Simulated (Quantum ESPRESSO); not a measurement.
# AlIn: phonons at points of the zone under several settings

```
Al In
1.0
     3.05413    0.00000    0.00000
    -1.52707    2.64496    0.00000
     0.00000    0.00000    5.82802
Al In
1 1
Cartesian
  0.0000 0.0000 0.0000
  0.0000 0.0000 2.9140
```

The cell was built by a generator and needn't be a form met in nature.

All runs used Quantum ESPRESSO 7.5; potentials PseudoDojo 0.4.1 SR PBEsol standard; k mesh 10 × 10 × 5; relaxed cell; no spin polarisation; cutoff 952 eV; occupations cold, width 0.2 eV.

| level | point | frequencies (cm⁻¹) |
| --- | --- | --- |
| PBEsol | A (0.000, 0.000, 0.500) | 61i 61i 35i 35i 112 219 |
| PBEsol | H (0.333, 0.333, 0.500) | ? |
| PBEsol | K (0.333, 0.333, 0.000) | 24i 47 47 132 132 239 |

Q: What stands in the row left open?

A: Frequencies 85 128 128 130 130 183 cm⁻¹.

Values marked i are imaginary: the cell is unstable against those modes at that level, or the meshes are too thin.

Caveats: the mesh is thin for the phonons of a metal; the q point doesn't lie on the k mesh, which can shift a metal's frequencies strongly unless the mesh is converged; some modes are imaginary (some runs).

For the row left open. Caveat: the mesh is thin for the phonons of a metal; the q point doesn't lie on the k mesh, which can shift a metal's frequencies strongly unless the mesh is converged.
